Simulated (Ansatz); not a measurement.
**ClFGaH3Si: one species, many methods**

One table from this session's results is given with a row withheld; the runs are named, their logs left out.

The runs use Ansatz 0.2.0, Gaussian basis; functionals in def2-TZVPP, the program's frozen cores in correlated methods.

The runs, in order: LDA (SPW92), PBE-D4, revPBE-D4, BLYP-D4, r2SCAN-D4, B97M-V, PBE0-D4, B3LYP-D4, r2SCANh-D4, r2SCAN0-D4, HSE06-D4, BHLYP-D4, CAM-B3LYP-D4, LC-ωPBE, ωB97X-V, ωB97M-V, B2PLYP, PBE-QIDH; CCSD(T)/def2-SVP; CCSD(T)/def2-TZVPP; MP2/def2-QZVPP; extrapolation to the limit; RPA on PBE.

## The relaxed structure

An earlier PBE0-D4 in a triple-zeta def2 set relaxation fixed the geometry.

SMILES `[F][Ga]([SiH3])[Cl]`, 7 atoms, charge 0, spin multiplicity 1.

Atoms are counted from 1 here; the program's logs count them from 0.

Bond lengths: F1–Ga2 1.753 Å, Ga2–Si3 2.392 Å, Ga2–Cl4 2.137 Å, Si3–H5 1.483 Å, Si3–H6 1.485 Å, Si3–H7 1.485 Å. Angles: F1–Ga2–Si3 121.3°, F1–Ga2–Cl4 111.7°, Si3–Ga2–Cl4 127.0°, Ga2–Si3–H5 109.4°, Ga2–Si3–H6 108.5°, Ga2–Si3–H7 108.5°, H5–Si3–H6 110.3°, H5–Si3–H7 110.3°, H6–Si3–H7 109.8°.

The first run:

Contents of in.yaml:

```yaml
crystal:
  periodic: [false, false, false]
  atoms:
    - {symbol: F, position_ang: [0.045946, -2.544904, 0.737738]}
    - {symbol: Ga, position_ang: [-0.608156, -1.101759, -0.011218]}
    - {symbol: Si, position_ang: [0.585193, 0.970990, 0.035179]}
    - {symbol: Cl, position_ang: [-2.512440, -1.470142, -0.908864]}
    - {symbol: H, position_ang: [-0.196052, 2.006084, -0.684069]}
    - {symbol: H, position_ang: [0.783491, 1.368079, 1.451864]}
    - {symbol: H, position_ang: [1.902019, 0.771641, -0.620620]}
basis:
  gaussian: {orbitals: def2-TZVPP}
hamiltonian: {xc: lda}
output: {orbitals: {seedname: orbitals}}
```

Steps of the session up to this table: LDA; PBE-D4 (GGA); revPBE-D4 (GGA); BLYP-D4 (GGA); r2SCAN-D4 (meta-GGA); B97M-V (meta-GGA); PBE0-D4 (hybrid); B3LYP-D4 (hybrid); r2SCANh-D4 (hybrid); r2SCAN0-D4 (hybrid); HSE06-D4 (hybrid); BHLYP-D4 (hybrid); CAM-B3LYP-D4 (range-separated); LC-ωPBE (range-separated); ωB97X-V (range-separated); ωB97M-V (range-separated); B2PLYP (double hybrid); PBE-QIDH (double hybrid).

One of the session's tables, all rows but one given; the rest of the session is left out.

It belongs to the step «Orbital energies across the functionals». 

```
  functional  HOMO (eV)  LUMO (eV)  gap (eV)
 LDA (SPW92)      -7.61      -2.89      4.71
      PBE-D4      -7.45      -2.65      4.80
   revPBE-D4      -7.39      -2.54      4.85
     BLYP-D4      -7.29      -2.55      4.74
   r2SCAN-D4      -7.76      -2.49      5.27
      B97M-V      -7.86      -2.64      5.22
     PBE0-D4      -8.68      -1.90      6.78
    B3LYP-D4      -8.45      -2.13      6.33
  r2SCANh-D4      -8.22      -2.22      5.99
  r2SCAN0-D4      -8.89      -1.82      7.07
    HSE06-D4      -8.29      -2.27      6.02
    BHLYP-D4      -9.76      -1.14      8.63
CAM-B3LYP-D4      -9.96      -0.95      9.01
     LC-ωPBE     -11.26       0.18     11.45
     ωB97X-V          ?          ?         ?
     ωB97M-V     -10.74      -0.13     10.60
```

Q: Estimate the row for ωB97X-V from the others.

The run gave: HOMO (eV): -10.93; LUMO (eV): 0.06; gap (eV): 10.98. In the column «HOMO (eV)» it lies between LC-ωPBE (-11.26) and ωB97M-V (-10.74).
